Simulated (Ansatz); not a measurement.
**C2H6AlNSiTe: two geometries relaxed**

Aim: relax the geometries before and after the rotation by 180° about the C4–Te5 bond, and see whether they are two minima and how far apart in energy. SMILES of the start: C[SiH]1N=[C]([TeH])[AlH]1.

All numbers below are computed with Ansatz 0.2.0 (RKS B3LYP-D4/def2-SVP).

### Step 1. Starting point

Bond lengths: C1–Si2 1.832 Å, Si2–N3 1.752 Å, N3–C4 1.325 Å, C4–Te5 2.074 Å, Si2–Al6 2.038 Å, C4–Al6 2.104 Å, C1–H7 1.069 Å, C1–H8 1.122 Å, C1–H9 1.129 Å, Si2–H10 1.486 Å, Te5–H11 1.704 Å, Al6–H12 1.599 Å. Angles (14 of 20 angles, heavy atoms first): C1–Si2–N3 108.7°, C1–Si2–Al6 112.2°, N3–Si2–Al6 87.1°, Si2–N3–C4 103.8°, N3–C4–Te5 136.8°, N3–C4–Al6 97.0°, Te5–C4–Al6 126.1°, Si2–Al6–C4 72.0°, C1–Si2–H10 116.9°, N3–Si2–H10 112.3°, Al6–Si2–H10 115.6°, Si2–C1–H7 113.2°, Si2–C1–H8 108.8°, Si2–C1–H9 108.2°.

Structure file:

```xyz
12

C    -1.2158    0.9149   -1.2915
Si   -0.3053    1.0228    0.2946
N     1.3628    0.5633    0.0166
C     1.4863   -0.5871    0.6613
Te    2.9596   -2.0240    0.9220
Al   -0.4807   -0.6790    1.4019
H    -1.0359    0.0022   -1.8182
H    -2.3102    1.0593   -1.0917
H    -0.9495    1.8195   -1.9121
H    -0.4194    2.2963    1.0509
H     2.4397   -2.8461   -0.4767
H    -1.4543   -1.5973    2.2769
```

### Step 2. End point A

File input.yaml:

```yaml
crystal:
  periodic: [false, false, false]
  atoms:
    - { symbol: C, position_ang: [-1.2158, 0.9149, -1.2915] }
    - { symbol: Si, position_ang: [-0.3053, 1.0228, 0.2946] }
    - { symbol: "N", position_ang: [1.3628, 0.5633, 0.0166] }
    - { symbol: C, position_ang: [1.4863, -0.5871, 0.6613] }
    - { symbol: Te, position_ang: [2.9596, -2.024, 0.922] }
    - { symbol: Al, position_ang: [-0.4807, -0.679, 1.4019] }
    - { symbol: H, position_ang: [-1.0359, 0.0022, -1.8182] }
    - { symbol: H, position_ang: [-2.3102, 1.0593, -1.0917] }
    - { symbol: H, position_ang: [-0.9495, 1.8195, -1.9121] }
    - { symbol: H, position_ang: [-0.4194, 2.2963, 1.0509] }
    - { symbol: H, position_ang: [2.4397, -2.8461, -0.4767] }
    - { symbol: H, position_ang: [-1.4543, -1.5973, 2.2769] }
basis:
  gaussian: { orbitals: def2-SVP }
hamiltonian:
  xc: b3lyp
  dispersion: d4
relax:
  f_tol: 0.015
  max_steps: 40
```

Command:

```sh
$ ansatz run input.yaml --threads 2 --pin off --max-ram 3072MiB --backend cpu --events-out ev --progress --plain --runs-dir out
```

Standard output, shortened:

```text
Warning: RAYON_NUM_THREADS=2 ignored (pool sized by the plan → 2); use --threads N
[...]
Functional definition: B3LYP
[...]
1538 factors; integrals over basis functions are off by at most 3.6e-4 eV
[...]
mean field -25422.25284434 eV, -934.2505602077 hartree, gradient 6.7e-5 eV, S^2 0.000000; 0 other end points of the search recorded, 0 dependent functions left out
[...]
reference -25422.25315296 eV, -934.2505715493 hartree; 38, 38 occupied and 96, 96 virtual orbitals, 1538 factors
relax step   1: F+E_penalty+E_count = -25422.88825712 eV  Δ(F+E_penalty+E_count) = +0.000e0 eV  max|allowed force component| = 5.563e0 eV/Å  Δτ_max = 0.0000 Å  (31 SCF iters, accepted)
[...]
relax step   4: F+E_penalty+E_count = -25424.88396951 eV  Δ(F+E_penalty+E_count) = -6.457e-2 eV  max|allowed force component| = 3.294e-1 eV/Å  Δτ_max = 0.1889 Å  (34 SCF iters, accepted)
[...]
relax step   7: F+E_penalty+E_count = -25424.99076022 eV  Δ(F+E_penalty+E_count) = -5.303e-2 eV  max|allowed force component| = 4.791e-1 eV/Å  Δτ_max = 0.1951 Å  (35 SCF iters, accepted)
[...]
relax step  10: F+E_penalty+E_count = -25425.14306929 eV  Δ(F+E_penalty+E_count) = -3.938e-2 eV  max|allowed force component| = 5.109e-1 eV/Å  Δτ_max = 0.1945 Å  (33 SCF iters, accepted)
[...]
relax step  12: F+E_penalty+E_count = -25425.17344544 eV  Δ(F+E_penalty+E_count) = -1.332e-2 eV  max|allowed force component| = 1.700e-1 eV/Å  Δτ_max = 0.1389 Å  (32 SCF iters, accepted)
[...]
relax step  13: F+E_penalty+E_count = -25425.17435425 eV  Δ(F+E_penalty+E_count) = -9.088e-4 eV  max|allowed force component| = 1.864e-1 eV/Å  Δτ_max = 0.0516 Å  (34 SCF iters, accepted)
[...]
1538 factors; integrals over basis functions are off by at most 3.9e-4 eV
```

### Step 3. The output, continued: end point A relaxed

The log, continued, shortened:

```text
mean field -25424.57003997 eV, -934.3357155764 hartree, gradient 1.2e-5 eV, S^2 0.000000; 0 other end points of the search recorded, 0 dependent functions left out
[...]
reference -25424.57035532 eV, -934.3357271654 hartree; 38, 38 occupied and 96, 96 virtual orbitals, 1538 factors
relax step  14: F+E_penalty+E_count = -25425.17638072 eV  Δ(F+E_penalty+E_count) = -2.026e-3 eV  max|allowed force component| = 1.124e-1 eV/Å  Δτ_max = 0.0549 Å  (34 SCF iters, accepted)
[...]
relax step  16: F+E_penalty+E_count = -25425.17491581 eV  Δ(F+E_penalty+E_count) = +3.162e-3 eV  max|allowed force component| = 1.199e-1 eV/Å  Δτ_max = 0.0358 Å  (34 SCF iters, rejected (line search))
[...]
relax step  18: F+E_penalty+E_count = -25425.17937714 eV  Δ(F+E_penalty+E_count) = -3.591e-4 eV  max|allowed force component| = 7.914e-2 eV/Å  Δτ_max = 0.0268 Å  (34 SCF iters, accepted)
[...]
Atom 2 at     1.197437     0.378028    -0.051160 Å, force     0.003178    -0.014014     0.000410 eV/Å
Atom 3 at     1.318841    -0.786136     0.465687 Å, force    -0.005259     0.010689    -0.000051 eV/Å
Atom 4 at     3.191462    -1.863338     0.247992 Å, force     0.009376    -0.000132    -0.003865 eV/Å
Atom 5 at    -0.435683    -1.121523     1.403761 Å, force    -0.001462    -0.001993    -0.001230 eV/Å
Atom 6 at    -1.397312     0.375723    -2.013456 Å, force    -0.000160     0.003947    -0.001167 eV/Å
Atom 7 at    -2.382721     1.658634    -1.253982 Å, force     0.004515    -0.000419    -0.001395 eV/Å
Atom 8 at    -0.818700     2.065394    -2.012296 Å, force    -0.000593    -0.000100     0.001022 eV/Å
Atom 9 at    -0.396834     2.332526     0.945429 Å, force    -0.000708     0.002060     0.002919 eV/Å
Atom 10 at     2.615935    -3.174255     1.115428 Å, force    -0.003259     0.003111     0.000330 eV/Å
Atom 11 at    -0.989828    -2.248789     2.387261 Å, force    -0.003522    -0.002174     0.003443 eV/Å
Dipole moment:    -0.539494    -0.081838     0.091272 e Å
```

Wall time 64 s (2 threads of AMD EPYC 9R45 (Zen 5), shared host); peak memory 0.44 GiB.

The steps of the relaxation:

| step | energy from step 1 (eV) | largest force component (eV/Å) |
| --- | --- | --- |
| 1 | 0.0000 | 5.5633 |
| 2 | -1.5802 | 1.9445 |
| 3 | -1.9311 | 0.6875 |
| 4 | -1.9957 | 0.3294 |
| 5 | -2.0192 | 0.2412 |
| 6 | -2.0495 | 0.5091 |
| 7 | -2.1025 | 0.4791 |
| 8 | -2.1786 | 0.3220 |
| 9 | -2.2154 | 0.6778 |
| 10 | -2.2548 | 0.5109 |
| 11 | -2.2719 | 0.2053 |
| 12 | -2.2852 | 0.1700 |
| 13 | -2.2861 | 0.1864 |
| 14 | -2.2881 | 0.1124 |
| 15 | -2.2898 | 0.0521 |
| 16x | -2.2867 | 0.1199 |
| 17 | -2.2908 | 0.0223 |
| 18 | -2.2911 | 0.0791 |
| 19 | -2.2920 | 0.0420 |
| 20 | -2.2924 | 0.0639 |
| 21 | -2.2926 | 0.0615 |
| 22x | -2.2923 | 0.0769 |
| 23 | -2.2928 | 0.0140 |

Step 1 is the start. 2 steps were tried and not accepted (marked x).

After: Bond lengths: C1–Si2 1.884 Å, Si2–N3 1.812 Å, N3–C4 1.280 Å, C4–Te5 2.171 Å, Si2–Al6 2.452 Å, C4–Al6 2.018 Å, C1–H7 1.101 Å, C1–H8 1.102 Å, C1–H9 1.102 Å, Si2–H10 1.496 Å, Te5–H11 1.674 Å, Al6–H12 1.595 Å. Angles (14 of 20 angles, heavy atoms first): C1–Si2–N3 110.6°, C1–Si2–Al6 123.8°, N3–Si2–Al6 75.3°, Si2–N3–C4 110.6°, N3–C4–Te5 119.5°, N3–C4–Al6 104.9°, Te5–C4–Al6 135.6°, Si2–Al6–C4 69.1°, C1–Si2–H10 108.5°, N3–Si2–H10 109.8°, Al6–Si2–H10 122.0°, Si2–C1–H7 111.3°, Si2–C1–H8 110.6°, Si2–C1–H9 110.0°.

### Step 4. End point B

The second end starts from a geometry with the move made by hand.

Changes to input.yaml since step 2:

```diff
@@ -13,3 +13,3 @@
     - { symbol: H, position_ang: [-0.4194, 2.2963, 1.0509] }
-    - { symbol: H, position_ang: [2.4397, -2.8461, -0.4767] }
+    - { symbol: H, position_ang: [3.51419, -1.23574, 2.32684] }
     - { symbol: H, position_ang: [-1.4543, -1.5973, 2.2769] }
```

Command:

```sh
$ ansatz run input.yaml --threads 2 --pin off --max-ram 3072MiB --backend cpu --events-out ev --progress --plain --runs-dir out
```

Standard output, shortened:

```text
Warning: RAYON_NUM_THREADS=2 ignored (pool sized by the plan → 2); use --threads N
[...]
[... 1 set-up line as earlier in the session ...]
[...]
1538 factors; integrals over basis functions are off by at most 3.6e-4 eV
[...]
mean field -25422.25577072 eV, -934.2506677502 hartree, gradient 5.7e-5 eV, S^2 0.000000; 0 other end points of the search recorded, 0 dependent functions left out
[...]
reference -25422.25607948 eV, -934.2506790967 hartree; 38, 38 occupied and 96, 96 virtual orbitals, 1538 factors
relax step   1: F+E_penalty+E_count = -25422.89063353 eV  Δ(F+E_penalty+E_count) = +0.000e0 eV  max|allowed force component| = 5.576e0 eV/Å  Δτ_max = 0.0000 Å  (31 SCF iters, accepted)
[...]
relax step   4: F+E_penalty+E_count = -25424.89240026 eV  Δ(F+E_penalty+E_count) = -7.237e-2 eV  max|allowed force component| = 2.659e-1 eV/Å  Δτ_max = 0.1833 Å  (34 SCF iters, accepted)
[...]
relax step   7: F+E_penalty+E_count = -25425.02083579 eV  Δ(F+E_penalty+E_count) = -5.200e-2 eV  max|allowed force component| = 7.091e-1 eV/Å  Δτ_max = 0.1952 Å  (34 SCF iters, accepted)
[...]
relax step  10: F+E_penalty+E_count = -25425.14008363 eV  Δ(F+E_penalty+E_count) = -2.950e-2 eV  max|allowed force component| = 6.233e-1 eV/Å  Δτ_max = 0.1933 Å  (32 SCF iters, accepted)
[...]
relax step  13: F+E_penalty+E_count = -25425.17253946 eV  Δ(F+E_penalty+E_count) = -1.649e-2 eV  max|allowed force component| = 8.586e-2 eV/Å  Δτ_max = 0.0563 Å  (33 SCF iters, accepted)
[...]
relax step  14: F+E_penalty+E_count = -25425.17551593 eV  Δ(F+E_penalty+E_count) = -2.976e-3 eV  max|allowed force component| = 1.021e-1 eV/Å  Δτ_max = 0.0563 Å  (34 SCF iters, accepted)
[...]
1538 factors; integrals over basis functions are off by at most 4.0e-4 eV
mean field -25424.57539685 eV, -934.3359124380 hartree, gradient 2.0e-5 eV, S^2 0.000000; 0 other end points of the search recorded, 0 dependent functions left out
[...]
reference -25424.57571463 eV, -934.3359241164 hartree; 38, 38 occupied and 96, 96 virtual orbitals, 1538 factors
```

### Step 5. The log goes on: end point B relaxed

The log, continued, shortened:

```text
relax step  15: F+E_penalty+E_count = -25425.17760793 eV  Δ(F+E_penalty+E_count) = -2.092e-3 eV  max|allowed force component| = 9.061e-2 eV/Å  Δτ_max = 0.0515 Å  (34 SCF iters, accepted)
[...]
relax step  17: F+E_penalty+E_count = -25425.17948964 eV  Δ(F+E_penalty+E_count) = -4.425e-4 eV  max|allowed force component| = 1.080e-1 eV/Å  Δτ_max = 0.0288 Å  (35 SCF iters, accepted)
[...]
relax step  19: F+E_penalty+E_count = -25425.18042539 eV  Δ(F+E_penalty+E_count) = -9.358e-4 eV  max|allowed force component| = 4.578e-2 eV/Å  Δτ_max = 0.0348 Å  (34 SCF iters, accepted)
[...]
relax step  21: F+E_penalty+E_count = -25425.18091885 eV  Δ(F+E_penalty+E_count) = -2.266e-4 eV  max|allowed force component| = 2.858e-2 eV/Å  Δτ_max = 0.0407 Å  (34 SCF iters, accepted)
[...]
Atom 2 at     1.246738     0.617210     0.174901 Å, force    -0.010077     0.000174     0.000744 eV/Å
Atom 3 at     1.442862    -0.414810     0.904963 Å, force     0.004896     0.003638    -0.002280 eV/Å
Atom 4 at     3.424005    -1.301142     0.992574 Å, force    -0.004467    -0.000828     0.001955 eV/Å
Atom 5 at    -0.337103    -0.774083     1.785884 Å, force    -0.002102     0.001369    -0.002516 eV/Å
Atom 6 at    -1.190706     0.007750    -1.894903 Å, force     0.000157     0.000787     0.000273 eV/Å
Atom 7 at    -2.346017     1.287400    -1.424356 Å, force     0.001955    -0.000582    -0.000395 eV/Å
Atom 8 at    -0.779073     1.725458    -2.157976 Å, force    -0.000168     0.000232    -0.001381 eV/Å
Atom 9 at    -0.593199     2.532582     0.724424 Å, force     0.000436     0.001653    -0.001578 eV/Å
Atom 10 at     2.913680    -2.489326     2.055439 Å, force     0.002987    -0.001482     0.000211 eV/Å
Atom 11 at    -0.859133    -1.777655     2.911323 Å, force     0.001184    -0.000462     0.000371 eV/Å
Dipole moment:    -0.535049    -0.119587     0.076108 e Å
```

Run time: 64 s. Hardware: 2 threads of AMD EPYC 9R45 (Zen 5), shared host; peak memory 0.44 GiB.

Step by step:

| step | energy from step 1 (eV) | largest force component (eV/Å) |
| --- | --- | --- |
| 1 | 0.0000 | 5.5762 |
| 2 | -1.5750 | 1.9083 |
| 3 | -1.9294 | 0.6933 |
| 4 | -2.0018 | 0.2659 |
| 5 | -2.0302 | 0.4964 |
| 6 | -2.0782 | 0.3712 |
| 7 | -2.1302 | 0.7091 |
| 8 | -2.1963 | 0.4714 |
| 9 | -2.2199 | 0.6424 |
| 10 | -2.2494 | 0.6233 |
| 11 | -2.2522 | 0.3654 |
| 12 | -2.2654 | 0.4161 |
| 13 | -2.2819 | 0.0859 |
| 14 | -2.2849 | 0.1021 |
| 15 | -2.2870 | 0.0906 |
| 16 | -2.2884 | 0.1146 |
| 17 | -2.2889 | 0.1080 |
| 18x | -2.2869 | 0.1136 |
| 19 | -2.2898 | 0.0458 |
| 20 | -2.2901 | 0.0283 |
| 21 | -2.2903 | 0.0286 |
| 22 | -2.2904 | 0.0207 |
| 23 | -2.2904 | 0.0160 |
| 24 | -2.2905 | 0.0101 |

Step 1 is the start. 1 step was tried and not accepted (marked x).

After: Bond lengths: C1–Si2 1.884 Å, Si2–N3 1.812 Å, N3–C4 1.279 Å, C4–Te5 2.172 Å, Si2–Al6 2.452 Å, C4–Al6 2.018 Å, C1–H7 1.101 Å, C1–H8 1.102 Å, C1–H9 1.102 Å, Si2–H10 1.496 Å, Te5–H11 1.674 Å, Al6–H12 1.596 Å. Angles (14 of 20 angles, heavy atoms first): C1–Si2–N3 110.7°, C1–Si2–Al6 123.9°, N3–Si2–Al6 75.3°, Si2–N3–C4 110.6°, N3–C4–Te5 119.5°, N3–C4–Al6 104.9°, Te5–C4–Al6 135.6°, Si2–Al6–C4 69.1°, C1–Si2–H10 108.5°, N3–Si2–H10 109.8°, Al6–Si2–H10 121.9°, Si2–C1–H7 111.4°, Si2–C1–H8 110.6°, Si2–C1–H9 110.0°.

### Step 6. Summary of results

```
                           quantity                     value
                              end A  20 moves, 2.293 eV lower
                              end B  22 moves, 2.290 eV lower
largest difference between the ends                    0.02 Å
            end B relative to end A                 -0.000 eV
```

The two relaxations end at one structure, within 0.02 Å: no second minimum was found from this start, which doesn't rule one out.
